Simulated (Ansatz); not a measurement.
# B3LYP/6-31G(d) (spherical functions) run of BNH3Cl (SMILES NBCl)

What is the electronic atomisation energy of BNH3Cl at B3LYP/6-31G* (spherical functions)? 

Program for the calculation: Ansatz 0.2.0.

11 further runs of the same task are left out: 11 set aside as unsound or not needed.

## (1) Starting point

BNH3Cl: 6 atoms, total charge 0, spin state singlet. As SMILES, `NBCl`. The shape is that of a PBE0-D4/def2-TZVP optimisation.

Bond lengths: N1–B2 1.383 Å, B2–Cl3 1.768 Å, N1–H4 1.005 Å, N1–H5 1.006 Å, B2–H6 1.191 Å. Angles: N1–B2–Cl3 119.7°, N1–B2–H6 121.5°, Cl3–B2–H6 118.8°, B2–N1–H4 122.2°, B2–N1–H5 123.2°, H4–N1–H5 114.7°.

## (2) A single-point energy at B3LYP/6-31G(d) (spherical functions)

Input file in.yaml:

```yaml
crystal:
  periodic: [false, false, false]
  atoms:
    - symbol: N
      position_ang: [-0.395600, -0.007800, -0.658000]
    - symbol: B
      position_ang: [0.369600, -0.158900, 0.483700]
    - symbol: Cl
      position_ang: [0.529900, 1.189300, 1.616000]
    - symbol: H
      position_ang: [-0.511800, -0.749300, -1.326600]
    - symbol: H
      position_ang: [-0.878600, 0.844500, -0.888200]
    - symbol: H
      position_ang: [0.928800, -1.181900, 0.727100]
basis:
  gaussian: {orbitals: 6-31Gs-spherical.json}
hamiltonian: {xc: {name: B3LYP}}
accuracy: high
output: {orbitals: {seedname: orbitals}}
```

The basis set 6-31G* is read from a file made from the Basis Set Exchange's data (not shown).

Started as:

```sh
$ ansatz run in.yaml --threads 1 --pin off --max-ram 2610MiB --events-out events.jsonl --progress --plain --runs-dir runs
```

Output:

```text
Warning: RAYON_NUM_THREADS=1 ignored (pool sized by the plan → 1); use --threads N
Functional definition: B3LYP
  name "B3LYP"
  parameter a0 = 0.2
  parameter ax = 0.72
  parameter ac = 0.81
  exchange = (1 - a0 - ax)*slater_x + ax*b88_x + a0*exact_x
  correlation = (1 - ac)*vwn_rpa_c + ac*lyp_c
1156 factors; integrals over basis functions are off by at most 3.3e-9 eV
mean field evaluation 1: about -14735.4098 eV, gradient 4.8e1 eV
mean field evaluation 2: about -14728.9382 eV, gradient 7.0e1 eV
mean field evaluation 4: about -14740.0095 eV, gradient 1.7e0 eV
mean field evaluation 8: about -14740.0155 eV, gradient 1.1e-1 eV
mean field evaluation 16: about -14740.0156 eV, gradient 8.0e-7 eV
mean field -14740.01557708 eV, -541.6855813162 hartree, gradient 1.8e-8 eV, S^2 0.000000; 0 other end points of the search recorded, 0 dependent functions left out
reference -14740.01560968 eV, -541.6855825144 hartree; 16, 16 occupied and 36, 36 virtual orbitals, 1156 factors
Total energy: -14740.01560968 eV, -541.6855825144 hartree
```

Run time: 4.5 s. Hardware: 1 thread of Arm Neoverse N1, shared host; peak memory 0.15 GiB.

## (3) The B atom at the same level

Input file input.yaml:

```yaml
crystal:
  periodic: [false, false, false]
  atoms:
    - symbol: B
      position_ang: [0.000000, 0.000000, 0.000000]
basis:
  gaussian: {orbitals: 6-31Gs-spherical.json}
hamiltonian: {xc: {name: B3LYP}}
magnetization: {spin_polarized: true, initial_magnetization: 1}
accuracy: high
```

The basis set 6-31G* is read from a file made from the Basis Set Exchange's data (not shown).

Started as:

```sh
$ ansatz run input.yaml --threads 1 --pin off --max-ram 2610MiB --events-out events.jsonl --progress --plain --runs-dir runs
```

Output:

```text
Warning: RAYON_NUM_THREADS=1 ignored (pool sized by the plan → 1); use --threads N
[... 7 set-up lines as earlier in the session ...]
96 factors; integrals over basis functions are off by at most 1.6e-9 eV
mean field evaluation 1: about -670.8243 eV, gradient 2.4e0 eV
mean field evaluation 2: about -670.8673 eV, gradient 4.0e-1 eV
mean field evaluation 4: about -670.8638 eV, gradient 3.8e-1 eV
mean field evaluation 8: about -670.8650 eV, gradient 2.7e-4 eV
mean field evaluation 16: about -670.8650 eV, gradient 2.6e-7 eV
mean field -670.86501431 eV, -24.6538345473 hartree, gradient 5.6e-8 eV, S^2 0.751604; 0 other end points of the search recorded, 0 dependent functions left out
reference -670.86503643 eV, -24.6538353600 hartree; 3, 2 occupied and 11, 12 virtual orbitals, 96 factors
Total energy: -670.86503643 eV, -24.6538353600 hartree
```

It took 0.63 s on 1 thread of Arm Neoverse N1, shared host.

## (4) The Cl atom at the same level

Input file input.yaml:

```yaml
crystal:
  periodic: [false, false, false]
  atoms:
    - symbol: Cl
      position_ang: [0.000000, 0.000000, 0.000000]
basis:
  gaussian: {orbitals: 6-31Gs-spherical.json}
magnetization: {spin_polarized: true, initial_magnetization: 1}
hamiltonian: {xc: {name: B3LYP}}
accuracy: high
```

The basis set 6-31G* is read from a file made from the Basis Set Exchange's data (not shown).

Run the same way, it converges to -460.13279 Eh (log not shown).

## (5) The H atom, same level

Input file in.yaml:

```yaml
crystal:
  periodic: [false, false, false]
  atoms:
    - {symbol: H, position_ang: [0.000000, 0.000000, 0.000000]}
basis:
  gaussian:
    orbitals: "6-31G*"
accuracy: high
hamiltonian:
  xc: {name: B3LYP}
magnetization:
  spin_polarized: true
  initial_magnetization: 1
```

Run the same way, it converges to -0.50027 Eh (log not shown).

## (6) The N atom at the same level

Input file job.yaml:

```yaml
crystal:
  periodic: [false, false, false]
  atoms:
    - {symbol: "N", position_ang: [0.000000, 0.000000, 0.000000]}
basis:
  gaussian:
    orbitals: 6-31Gs-spherical.json
magnetization:
  spin_polarized: true
  initial_magnetization: 3
hamiltonian:
  xc: {name: B3LYP}
accuracy: high
```

The basis set 6-31G* is read from a file made from the Basis Set Exchange's data (not shown).

Run the same way, it converges to -54.58288 Eh (log not shown).

## (7) Summary of results

At B3LYP/6-31G* (spherical functions):

| quantity | value |
| --- | --- |
| molecule: total energy | -541.68558 Eh |
| molecule: HOMO energy | -7.89 eV |
| molecule: LUMO energy | 0.46 eV |
| molecule: HOMO–LUMO gap | 8.35 eV |
| B atom: total energy | -24.65384 Eh |
| B atom: ⟨S²⟩ | 0.752 |
| Cl atom: total energy | -460.13279 Eh |
| Cl atom: ⟨S²⟩ | 0.752 |
| H atom: total energy | -0.50027 Eh |
| H atom: ⟨S²⟩ | 0.750 |
| N atom: total energy | -54.58288 Eh |
| N atom: ⟨S²⟩ | 3.752 |
| electronic atomisation energy | 22.185 eV |

What this shows: Taking the molecule apart into free atoms costs 22.18 eV (2140 kJ/mol), before zero-point energy and without spin-orbit coupling.
